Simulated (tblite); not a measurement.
# C9H18Ge: the cost of one run

Programs: tblite 0.8.0 and PySCF 2.14.0, with density-fitted response routines of our own. Each step states its level of theory. These are calculated values for one molecule in the gas phase, unless marked as measured. Atoms count from 0, in the outputs and in this text.

**1. The molecule as given**

28 atoms, charge 0, multiplicity 1; geometry from: force field or distance geometry start.

Bonds of the start (Å): C0–C1 1.50, C1–C2 1.52, C2–C3 1.53, C3–C4 1.51, C4–C5 1.53, C5–Ge6 1.93, Ge6–C7 1.96, C7–C8 1.52, C8–C9 1.51, C5–C1 1.52, C9–Ge6 1.90, C0–H10 1.13, C0–H11 1.10, C0–H12 1.11, C1–H13 1.10, C2–H14 1.10, C2–H15 1.11, C3–H16 1.11, C3–H17 1.10, C4–H18 1.12, C4–H19 1.10, C5–H20 1.12, Ge6–H21 1.53, C7–H22 1.12, C7–H23 1.10, C8–H24 1.11, C8–H25 1.09, C9–H26 1.10, C9–H27 1.12.

**2. Geometry optimisation with GFN2-xTB**

The job: settings as JSON, then the geometry in Å.

```
{"job": {"kind": "relax", "xc": "GFN2-xTB", "basis": "xTB"}, "charge": 0, "multiplicity": 1}
C     -2.256200     0.057900    -2.036200
C     -1.506400    -0.652600    -0.948800
C     -2.443900    -0.738600     0.250100
C     -2.120400     0.593000     0.923300
C     -0.621600     0.464500     0.995500
C     -0.306400     0.156400    -0.473100
Ge     1.328700    -0.868100    -0.430700
C      2.460800    -0.171900     1.016100
C      3.076200     0.853900     0.084200
C      2.915700    -0.063200    -1.103800
H     -3.350400    -0.080900    -1.793400
H     -2.122300    -0.408400    -3.025900
H     -2.088300     1.150100    -2.014900
H     -1.199300    -1.647200    -1.316500
H     -2.133800    -1.527100     0.947100
H     -3.509500    -0.806200    -0.039600
H     -2.556000     0.667200     1.939900
H     -2.409700     1.435400     0.272400
H     -0.344800    -0.463900     1.547800
H     -0.101700     1.360900     1.366000
H     -0.219800     1.107100    -1.058500
H      1.202500    -2.391200    -0.474100
H      1.883600     0.354400     1.825100
H      3.176200    -0.913900     1.407900
H      2.479500     1.784900    -0.028800
H      4.098900     1.088000     0.383500
H      2.872500     0.469600    -2.069400
H      3.775200    -0.782800    -1.100400
```

Started as:

```bash
$ OMP_NUM_THREADS=1 python probes_run.py task.json out
```

One launch serves the whole session: the jobs run in the order shown.

Q: Estimate the wall time and peak memory of this first job on 1 thread of Intel Xeon at 2.70GHz, shared host.

About 5.4 s, with a peak of 0.18 GiB.
